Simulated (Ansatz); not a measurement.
# CH₄ClFGeSi: one species, many methods

Aim: compute CH₄ClFGeSi with functionals from several rungs and with coupled cluster. The yardstick is the atomisation energy at the CCSD(T) limit.

Computed with Ansatz 0.2.0, Gaussian basis. Level: functionals in def2-TZVPP, the program's frozen cores in correlated methods.

Levels to be run: PBE-D4, r2SCAN-D4, PBE0-D4, B3LYP-D4, ωB97X-V, ωB97M-V, B2PLYP; CCSD(T)/def2-TZVPP; MP2/def2-QZVPP; extrapolation to the limit.

**1. Structure used throughout**

All runs share one geometry, relaxed beforehand with PBE0-D4 in a triple-zeta def2 set.

SMILES `F[Si@H]1[GeH2][C@@H]1Cl`, 9 atoms, charge 0, spin multiplicity 1.

Atoms are counted from 1 here; the program's logs count them from 0.

Bond lengths: F1–Si2 1.595 Å, Si2–Ge3 2.302 Å, Si2–C4 1.856 Å, Si2–H6 1.478 Å, Ge3–C4 2.044 Å, Ge3–H7 1.530 Å, Ge3–H8 1.529 Å, C4–Cl5 1.761 Å, C4–H9 1.091 Å. Angles: F1–Si2–Ge3 128.0°, F1–Si2–C4 119.7°, F1–Si2–H6 109.8°, Ge3–Si2–C4 57.7°, Ge3–Si2–H6 116.9°, C4–Si2–H6 115.1°, Si2–Ge3–C4 50.1°, Si2–Ge3–H7 118.0°, Si2–Ge3–H8 127.6°, C4–Ge3–H7 115.9°, C4–Ge3–H8 111.7°, H7–Ge3–H8 113.8°, Si2–C4–Ge3 72.2°, Si2–C4–Cl5 123.3°, Si2–C4–H9 114.6°, Ge3–C4–Cl5 125.0°, Ge3–C4–H9 106.2°, Cl5–C4–H9 110.3°.

**2. PBE-D4 (GGA)**

in.yaml reads:

```yaml
crystal:
  periodic: [false, false, false]
  atoms:
    - {symbol: F, position_ang: [-1.790423, -0.486558, 1.819232]}
    - {symbol: Si, position_ang: [-0.612885, 0.270015, 1.055119]}
    - {symbol: Ge, position_ang: [1.201437, -0.651240, -0.021658]}
    - {symbol: C, position_ang: [-0.503322, 0.171041, -0.794684]}
    - {symbol: Cl, position_ang: [-0.558512, 1.585073, -1.843328]}
    - {symbol: H, position_ang: [-0.436421, 1.622867, 1.622969]}
    - {symbol: H, position_ang: [2.468664, 0.197183, -0.145558]}
    - {symbol: H, position_ang: [1.383080, -2.101826, -0.469926]}
    - {symbol: H, position_ang: [-1.063019, -0.652758, -1.239266]}
basis:
  gaussian: {orbitals: def2-TZVPP}
hamiltonian: {xc: pbe, dispersion: d4}
output: {forces: true, orbitals: {seedname: orbitals}}
```

Run with:

```console
$ ansatz run in.yaml --threads 4 --pin off --events-out ev --progress --plain --max-ram 10444MiB
```

Further steps of the session: r2SCAN-D4 (meta-GGA); PBE0-D4 (hybrid); B3LYP-D4 (hybrid); ωB97X-V (range-separated); ωB97M-V (range-separated); B2PLYP (double hybrid); CCSD(T) in def2-TZVPP; MP2 in def2-QZVPP.

Q: Predict the results of all the runs planned. Wanted: atomisation energy, CCSD(T)/CBS; farthest; mean size of error, hybrid; mean size of error, range-separated; gap, smallest and largest; T1 diagnostic; triples share of the correlation energy.

**Answer**, as computed:

| quantity | value |
| --- | --- |
| atomisation energy, CCSD(T)/CBS | 2887.8 kJ/mol |
| functionals within 28.9 kJ/mol (1.0 %) | r2SCAN-D4, PBE0-D4, ωB97X-V, ωB97M-V |
| farthest | B2PLYP (-65.2 kJ/mol) |
| mean size of error, hybrid | 30.7 kJ/mol |
| mean size of error, range-separated | 11.7 kJ/mol |
| gap, smallest and largest | 4.05 eV (PBE-D4), 10.30 eV (ωB97X-V) |
| T1 diagnostic | 0.0123 |
| triples share of the correlation energy | 3.9 % |

In words: PBE-D4 misses by +34.5 kJ/mol. Double hybrids carry the basis error of their MP2 part in triple zeta, and no dispersion term here, so their miss is partly the set-up's. Misses under about 28.9 kJ/mol are within the doubt on the reference itself, which lacks core-valence correlation, relativity and higher excitations, and its outer-core shells are covered unevenly. Hartree-Fock recovers 70 % of the binding; the rest is correlation. The gap grows from 4.0 to 10.3 eV across the functionals, mostly with the share of exact exchange. Correlated methods include outer-core shells of Ge, which these sets cover unevenly.
